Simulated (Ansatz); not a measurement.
# KMgF3 (Pm-3m): relaxations under a series of pressures

A script is to give relaxations under a series of pressures; the system is KMgF3 (Pm-3m).

Computed with the Python package of Ansatz 0.2.0. Level of theory: DFT PBE, plane waves, PAW.

### 1 The structure

The structure is cubic, space group Pm-3m (No. 221). The conventional cell has a = 3.986 Å, b = 3.986 Å, c = 3.986 Å, α = 90.00°, β = 90.00°, γ = 90.00°. K (site symmetry m-3m) has 12 F at 2.82 Å as nearest neighbours. Mg (site symmetry m-3m) has 6 F at 1.99 Å as nearest neighbours. Around F (site symmetry 4/mmm) lie 2 Mg at 1.99 Å and 4 K at 2.82 Å.

The script holds or builds the structure itself.

### 2 Script

Input file compress_kmgf3.py:

```python
import warnings

import ansatz as az
import numpy as np
import pandas as pd

def edges_and_angles(cell):
    cell = np.asarray(cell)
    a, b, c = np.linalg.norm(cell, axis=1)
    cosines = cell[1] @ cell[2] / (b * c), cell[0] @ cell[2] / (a * c), cell[0] @ cell[1] / (a * b)
    return (a, b, c, *np.degrees(np.arccos(cosines)))


def main() -> None:
    warnings.simplefilter("ignore", az.DeckWarning)

    cell = (
        az.Lattice.of((3.9859, 0.0, 0.0), (0.0, 3.9859, 0.0), (0.0, 0.0, 3.9859))
        .atom("K", (0.5, 0.5, 0.5))
        .atom("Mg", (0.0, 0.0, 0.0))
        .atom("F", (0.5, 0.0, 0.0))
        .atom("F", (0.0, 0.5, 0.0))
        .atom("F", (0.0, 0.0, 0.5))
    )

    calculation = (
        cell.calculation()
        .functional("pbe")
        .kpoints(5)
        .occupations("Fermi-Dirac")
    )

    rows = []
    for pressure in [0, 10, 20, 30, 40]:
        out = calculation.relax(cell=True, pressure=pressure, force_tolerance=0.01).run()
        cell = out.lattice.cell_ang
        n_atoms = len(out.lattice.sites)
        volume = abs(np.linalg.det(cell)) / n_atoms
        enthalpy = out.report["free_energy_ev"] / n_atoms + pressure * volume / 160.21766
        rows.append((pressure, volume, enthalpy, *edges_and_angles(cell)))
        print(f"{pressure} GPa done: {volume:.4f} A^3/atom")

    table = pd.DataFrame(rows, columns=["P_GPa", "V_A3_atom", "H_eV_atom", "a", "b", "c", "alpha", "beta", "gamma"])
    print(table.round(4).to_string(index=False))
    p, v = np.array([row[0] for row in rows], float), np.array([row[1] for row in rows])
    print("mean bulk modulus between rows (GPa):", np.round(-np.diff(p) / np.diff(np.log(v)), 1))


if __name__ == "__main__":
    main()
```

### 3 The input behind the calls

The package turns the script's settings into the engine's input (first run):

```yaml
crystal:
  lattice:
    - [3.9859, 0.0, 0.0]
    - [0.0, 3.9859, 0.0]
    - [0.0, 0.0, 3.9859]
  atoms:
    - { symbol: K, position: [0.5, 0.5, 0.5] }
    - { symbol: Mg, position: [0.0, 0.0, 0.0] }
    - { symbol: F, position: [0.5, 0.0, 0.0] }
    - { symbol: F, position: [0.0, 0.5, 0.0] }
    - { symbol: F, position: [0.0, 0.0, 0.5] }
kpoints:
  mp_grid:
    grid: [5, 5, 5]
hamiltonian:
  xc: pbe
scf:
  occupations:
    method: fermi_dirac
relax:
  f_tol: 0.01
  cell:
    p_target: 0.0
```

### 4 Launch

Command:

```sh
> python compress_kmgf3.py
```

**Question.** How far does the cell shrink over this series of pressures, and what bulk modulus does the first step imply?

The runs gave:

| quantity | value |
| --- | --- |
| bulk modulus between neighbouring pressures | 85.9 to 201.8 GPa |
| runs compared | 5 |
| range of energy | 331.90 meV/atom |

What this shows: The crystal stiffens as it is compressed. The volume falls from 13.33 Å³ an atom at 0 GPa to 9.82 at 40 GPa, by 26.3 %. Between 0 and 10 GPa, -V dP/dV is about 86 GPa, a mean over that step. In run 1, the volume grew by 5.2 % over 5 moves, and the space group stayed Pm-3m. In run 5, over 5 moves the cell shrank by 22.5 % in volume under the 40 GPa asked, and the space group stayed Pm-3m. Notes:
- At a fixed pressure a relaxation lowers the enthalpy F + PV, while F alone can rise.
- Symmetry holds the cell in this phase, so another phase that may be stable under pressure is not reached.
